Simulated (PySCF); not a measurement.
# C7H4N2S: the cost of one run

Programs: PySCF 2.14.0, with routines of our own; each step states its level. All values are computed. Atoms count from 0.

## 1. The system as given

14 atoms, charge 0, multiplicity 1; geometry from: GFN2-xTB.

## 2. Optimising the geometry at PBE0-D3(BJ)/def2-SVP

What the job is given:

```
{"job": {"xc": "PBE0", "basis": "def2-SVP", "d3": "d3bj", "grid": 2, "kind": "geom"}, "charge": 0, "multiplicity": 1}
C      3.594159     0.668488    -0.361003
C      2.418151     0.450886    -0.242413
C      1.042612     0.190501    -0.109325
C      0.384368    -0.764886    -0.898211
N     -0.899205    -1.008804    -0.774923
C     -1.578472    -0.309198     0.141006
C     -2.988005    -0.604674     0.247429
S     -4.001118     0.120617     1.283648
N     -1.046999     0.618472     0.937568
C      0.234816     0.865735     0.819171
H      4.620596     0.860404    -0.463404
H      0.918790    -1.339479    -1.644280
H     -3.346580    -1.370948    -0.432581
H      0.646207     1.622416     1.475152
```

On the command line:

```console
$ OMP_NUM_THREADS=1 python excited_run.py task.json out
```

The driver reads the jobs from task.json and runs them one after another.

**Question.** How long does this first job take on 1 thread of Arm Neoverse V2, shared host, and how much memory does it need?

About 100 s, with a peak of 0.78 GiB.
